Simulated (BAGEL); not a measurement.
**C2H5AlBN (SMILES B[C]1=C[NH][AlH]1): a chain of runs**

We compute the energy (HF/6-31G*), then the energy (NEVPT2(2,2)/6-31G*), then a single-point energy (CASPT2(2,2)/6-31G*) of C2H5AlBN. 

The calculation is run with BAGEL 1.2.2.

1 further run of the same task is left out (set aside as unsound or not needed).

**1. The structure to begin with**

C2H5AlBN has 10 atoms, charge 0, and is taken as a singlet. As SMILES, `B[C]1=C[NH][AlH]1`. The shape is that of a PBE0-D4/def2-TZVP optimisation.

Bond lengths: B1–C2 1.492 Å, C2–C3 1.391 Å, C3–N4 1.360 Å, C2–Al5 1.916 Å, N4–Al5 1.853 Å, B1–H6 1.207 Å, B1–H7 1.201 Å, C3–H8 1.094 Å, N4–H9 1.004 Å, Al5–H10 1.581 Å. Some angles: B1–C2–C3 124.0°, B1–C2–Al5 153.2°, C3–C2–Al5 82.9°, C2–C3–N4 115.0°, C3–N4–Al5 86.1°, C2–Al5–N4 76.0°, C2–B1–H6 119.4°, C2–B1–H7 122.5°, C2–C3–H8 124.7°, N4–C3–H8 120.3°.

**2. A single-point energy at HF/6-31G(d) (density fitting with svp-jkfit, spherical functions) (run 1)**

Contents of input.json:

```json
{ "bagel": [

{
  "title": "molecule",
  "basis": "6-31gs.json",
  "df_basis": "svp-jkfit",
  "angstrom": true,
  "geometry": [
    { "atom": "B", "xyz": [   -1.252963,    0.576715,   -1.418714 ] },
    { "atom": "C", "xyz": [   -0.143763,    0.242815,   -0.478814 ] },
    { "atom": "C", "xyz": [   -0.314963,   -0.471285,    0.702286 ] },
    { "atom": "N", "xyz": [    0.820937,   -0.673485,    1.422786 ] },
    { "atom": "Al", "xyz": [    1.688537,    0.264915,    0.080486 ] },
    { "atom": "H", "xyz": [   -2.375663,    0.217015,   -1.161714 ] },
    { "atom": "H", "xyz": [   -1.076163,    1.195415,   -2.432614 ] },
    { "atom": "H", "xyz": [   -1.273000,   -0.859200,    1.061700 ] },
    { "atom": "H", "xyz": [    0.792037,   -1.179385,    2.289686 ] },
    { "atom": "H", "xyz": [    3.218437,    0.635515,   -0.062214 ] }
  ]
},
{
  "title": "hf"
},
{
  "title": "print",
  "file": "orbitals.molden",
  "orbitals": true
}

]}
```

The basis set 6-31G* is read from a file made from the Basis Set Exchange's data (not shown).

Launch:

```console
$ BAGEL_NUM_THREADS=1 BAGEL input.json > input.out
```

Output:

```text
* using 1 threads per process

  ===============================================================
  ===============================================================

  *** Geometry ***

  { "atom" : "B", "xyz" : [     -2.367757,      1.089833,     -2.680981 ] },
  { "atom" : "C", "xyz" : [     -0.271673,      0.458854,     -0.904827 ] },
  { "atom" : "C", "xyz" : [     -0.595194,     -0.890600,      1.327128 ] },
[... 6 lines of this table left out ...]
  { "atom" : "H", "xyz" : [      6.081964,      1.200949,     -0.117567 ] },

  Number of auxiliary basis functions:      520

  Since a DF basis is specified, we compute 2- and 3-index integrals:
    o Being stored without compression. Storage requirement is 0.029 GB

  Number of basis functions:       84
  Number of electrons      :       42

    * METHOD: MOLECULE                             0.28

  *** RHF ***

  === Nuclear Repulsion ===
   179.7354317671

      * DIIS with orbital gradients will be used.

  === RHF iteration (6-31gs.json) ===
      0       -399.43093391          0.01877321           0.08
      1       -399.59437529          0.01005963           0.08
      2       -399.64373426          0.00182652           0.08
[... 11 lines of this table left out ...]
     14       -399.64628244          0.00000001           0.08
    * SCF iteration converged.

    * Permanent dipole moment:
           (   -0.768129,     0.492620,    -1.103704) a.u.

    * METHOD: HF                                   1.41

    * METHOD: PRINT                                0.01

  ===============================================================
```

Wall time 2 s (1 thread of Arm Neoverse V2, shared host); peak memory 0.14 GiB.

**3. The energy at NEVPT2(2,2)/6-31G(d) (density fitting with svp-jkfit, spherical functions) (run 2)**

Contents of input.json:

```json
{ "bagel" : [

{
  "title" : "molecule",
  "basis" : "6-31gs.json",
  "df_basis" : "svp-jkfit",
  "angstrom" : true,
  "geometry" : [
    { "atom" : "B", "xyz" : [   -1.252963,    0.576715,   -1.418714 ] },
    { "atom" : "C", "xyz" : [   -0.143763,    0.242815,   -0.478814 ] },
    { "atom" : "C", "xyz" : [   -0.314963,   -0.471285,    0.702286 ] },
    { "atom" : "N", "xyz" : [    0.820937,   -0.673485,    1.422786 ] },
    { "atom" : "Al", "xyz" : [    1.688537,    0.264915,    0.080486 ] },
    { "atom" : "H", "xyz" : [   -2.375663,    0.217015,   -1.161714 ] },
    { "atom" : "H", "xyz" : [   -1.076163,    1.195415,   -2.432614 ] },
    { "atom" : "H", "xyz" : [   -1.273000,   -0.859200,    1.061700 ] },
    { "atom" : "H", "xyz" : [    0.792037,   -1.179385,    2.289686 ] },
    { "atom" : "H", "xyz" : [    3.218437,    0.635515,   -0.062214 ] }
  ]
},
{ "title" : "hf" },
{ "title" : "casscf", "nstate" : 1, "nact" : 2, "nclosed" : 20, "active" : [12, 28], "maxiter" : 200, "natocc" : true },
{ "title" : "nevpt2", "nstate" : 1, "nact" : 2, "nclosed" : 20, "active" : [12, 28], "maxiter" : 200, "natocc" : true, "ncore" : 9 },
{ "title" : "print", "file" : "orbitals.molden", "orbitals" : true }

]}
```

The basis set 6-31G* is read from a file made from the Basis Set Exchange's data (not shown).

Launch:

```console
$ BAGEL_NUM_THREADS=1 BAGEL input.json > input.out
```

Output:

```text
* using 1 threads per process

  ===============================================================
  ===============================================================

  *** Geometry ***

  { "atom" : "B", "xyz" : [     -2.367757,      1.089833,     -2.680981 ] },
  { "atom" : "C", "xyz" : [     -0.271673,      0.458854,     -0.904827 ] },
  { "atom" : "C", "xyz" : [     -0.595194,     -0.890600,      1.327128 ] },
[... 6 lines of this table left out ...]
  { "atom" : "H", "xyz" : [      6.081964,      1.200949,     -0.117567 ] },

[... 23 lines left out ...]
    * SCF iteration converged.
[... 1 line left out ...]
    * Permanent dipole moment:
[... 27 lines left out ...]
    * Second-order optimization converged. *
[... 9 lines left out ...]
     * ci vector, state   0, <S^2> = 0.0000
[... 3 lines left out ...]
    * METHOD: CASSCF                               3.51

    * freezing 9 orbitals

  === DF-NEVPT2 calculation ===

    * 3-index integral transformation done
    * assembly done

      NEVPT2 correlation energy:   -0.5141068206      0.16

          (+0)     -0.4658639885
          (+0)'    -0.0135380042
          (+1)     -0.0050898849
          (+1)'    -0.0000000000
          (+2)     -0.0001117415
          (-1)     -0.0231513081
          (-1)'     0.0000000000
          (-2)     -0.0063518933

      NEVPT2 total energy:       -400.1765569811

    * METHOD: NEVPT2                               0.30

    * METHOD: PRINT                                0.01

  ===============================================================
```

Wall time 6 s (1 thread of Arm Neoverse V2, shared host); peak memory 0.14 GiB.

**4. The energy at CASPT2(2,2)/6-31G(d) (density fitting with svp-jkfit, spherical functions) (run 3)**

Contents of calc.json:

```json
{ "bagel" : [

{
  "title" : "molecule",
  "basis" : "6-31gs.json",
  "df_basis" : "svp-jkfit",
  "angstrom" : true,
  "geometry" : [
    { "atom" : "B", "xyz" : [      -1.252963,       0.576715,      -1.418714 ] },
    { "atom" : "C", "xyz" : [      -0.143763,       0.242815,      -0.478814 ] },
    { "atom" : "C", "xyz" : [      -0.314963,      -0.471285,       0.702286 ] },
    { "atom" : "N", "xyz" : [       0.820937,      -0.673485,       1.422786 ] },
    { "atom" : "Al", "xyz" : [       1.688537,       0.264915,       0.080486 ] },
    { "atom" : "H", "xyz" : [      -2.375663,       0.217015,      -1.161714 ] },
    { "atom" : "H", "xyz" : [      -1.076163,       1.195415,      -2.432614 ] },
    { "atom" : "H", "xyz" : [      -1.273000,      -0.859200,       1.061700 ] },
    { "atom" : "H", "xyz" : [       0.792037,      -1.179385,       2.289686 ] },
    { "atom" : "H", "xyz" : [       3.218437,       0.635515,      -0.062214 ] }
  ]
},

{
  "title" : "hf"
},

{
  "title" : "casscf",
  "nstate" : 1,
  "nact" : 2,
  "nclosed" : 20,
  "active" : [12, 28],
  "maxiter" : 200,
  "natocc" : true
},

{
  "title" : "print",
  "file" : "orbitals.molden",
  "orbitals" : true
},

{
  "title" : "smith",
  "method" : "caspt2",
  "ms" : true,
  "xms" : true,
  "sssr" : true,
  "shift" : 0.2,
  "shift_imag" : true,
  "ncore" : 9
}

]}
```

The basis set 6-31G* is read from a file made from the Basis Set Exchange's data (not shown).

Launch:

```console
$ BAGEL_NUM_THREADS=1 BAGEL calc.json > calc.out
```

Output:

```text
* using 1 threads per process

  ===============================================================
  ===============================================================

  *** Geometry ***

  { "atom" : "B", "xyz" : [     -2.367757,      1.089833,     -2.680981 ] },
  { "atom" : "C", "xyz" : [     -0.271673,      0.458854,     -0.904827 ] },
  { "atom" : "C", "xyz" : [     -0.595194,     -0.890600,      1.327128 ] },
[... 6 lines of this table left out ...]
  { "atom" : "H", "xyz" : [      6.081964,      1.200949,     -0.117567 ] },

[... 25 lines left out ...]
    * Permanent dipole moment:
[... 37 lines left out ...]
     * ci vector, state   0, <S^2> = 0.0000
[... 21 lines left out ...]
       #      aibj      arbs      arbi      airj      risj      airs      arst      rist         Etot      error   time
[... 10 lines left out ...]
      ------------------------------------------------------------------------------------------------------------------

    * CASPT2 energy : state  0     -400.1810663509
        w/o shift correction       -400.1776056672
        reference weight              0.8384134814

    * METHOD: SMITH                                0.80

  ===============================================================
```

It took 6.6 s on 1 thread of Arm Neoverse V2, shared host; peak memory 0.2 GiB.

**5. Summary of results**

| quantity | value |
| --- | --- |
| run 1, HF/6-31G*: total energy | -399.64628 Eh |
| run 1, HF/6-31G*: dipole moment | 3.64 D |
| run 1, HF/6-31G*: HOMO energy | -8.22 eV |
| run 1, HF/6-31G*: LUMO energy | 1.60 eV |
| run 1, HF/6-31G*: HOMO–LUMO gap | 9.82 eV |
| run 2, NEVPT2(2,2)/6-31G*: total energy | -400.17656 Eh |
| run 3, CASPT2(2,2)/6-31G*: total energy | -400.18107 Eh |
